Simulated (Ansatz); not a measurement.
# Ir: from the start to rest

The start is Ir, a borrowed structure type, volume estimated. Where does it settle when we relax cell and atoms, and what is it like there?

Computed, not measured: Ansatz 0.2.0, DFT, r2SCAN, no spin polarisation, plane waves, PAW.

### Step 1. The system as given

The structure is orthorhombic, space group Imma (No. 74). Conventional cell: a = 4.352 Å, b = 4.579 Å, c = 2.465 Å, α = 90.00°, β = 90.00°, γ = 90.00°. Ir (site symmetry mm2) is surrounded by 8 Ir at 2.31 to 2.65 Å.

Structure file:

```
Ir
1.0
     0.00000    0.00000    2.46502
     2.28956   -2.17598    1.23251
     2.28956    2.17598   -1.23251
Ir
2
Direct
  0.44300 0.75000 0.25000
  0.55700 0.25000 0.75000
```

It starts from an earlier solution of the starting cell (checkpoint.read).

### Step 2. Relaxing

File input.yaml:

```yaml
crystal:
  lattice:
    - [0.0, 0.0, 2.46501576]
    - [2.28956394, -2.17598082, 1.23250788]
    - [2.28956394, 2.17598082, -1.23250788]
  atoms:
    - { symbol: Ir, position: [0.443, 0.75, 0.25] }
    - { symbol: Ir, position: [0.557, 0.25, 0.75] }
  symmetry: { tolerance: 0.0003 }
kpoints:
  mp_grid: { grid: [8, 8, 8], shift: [0, 0, 0] }
magnetization:
  spin_polarized: false
scf:
  occupations: { method: fermi_dirac }
  lower_state_search: "off"
hamiltonian:
  pseudopotentials: { kind: paw }
  xc: r2scan
basis:
  ecutwfc: 500
  fft_grid_basis: typed
relax:
  max_steps: 80
  cell: { p_target: 0.0 }
  f_tol: 0.03
output:
  forces: true
  stress: true
  eigenvalues: true
  bader: true
  populations: true
  elf: true
  write_potential: true
  volumetric_format: npy
  dos:
    e_range: [-12, 8]
    de: 0.05
    projected: { site_lists: { Ir: [Ir] } }
  write_density: true
checkpoint:
  read: saved_state
```

On the command line:

```bash
$ ansatz run input.yaml --threads 2 --pin off --max-ram 2560MiB --backend cpu --events-out ev --progress --plain --runs-dir out
```

What does the calculation give? Wanted: moves; energy gained; largest move; cell; volume; pressure at the end; character.

As calculated:

| quantity | value |
| --- | --- |
| moves | 5 |
| energy gained | 1233.0 meV/atom |
| largest move | 0.15 Å (Ir) |
| space group (0.01 Å), before / after | Imma / Cmmm |
| cell | a = 2.632 Å, b = 3.695 Å, c = 3.695 Å, α = 91.34°, β = 110.87°, γ = 69.13° |
| volume | 15.58 Å³/atom (+26.8 %) |
| pressure at the end | 0.00 GPa |
| character | metal |
| density of states, mean within 0.25 eV of the Fermi level | 2.6 per eV per cell |

**Reading.** The volume grew by 26.8 %, and the largest move of an atom is 0.15 Å apart from the change of the cell; the energy fell by 1233.0 meV per atom. Within 0.01 Å the space group went from Imma to Cmmm. Bands cross the Fermi level: a metal; within 0.25 eV of the Fermi level the density of states averages 2.6 per eV per cell, mostly Ir d (90 %).

Keep in mind: many states at the Fermi level without spin polarisation, so a magnetic state may lie lower; the k mesh is coarse for a cell without a gap.
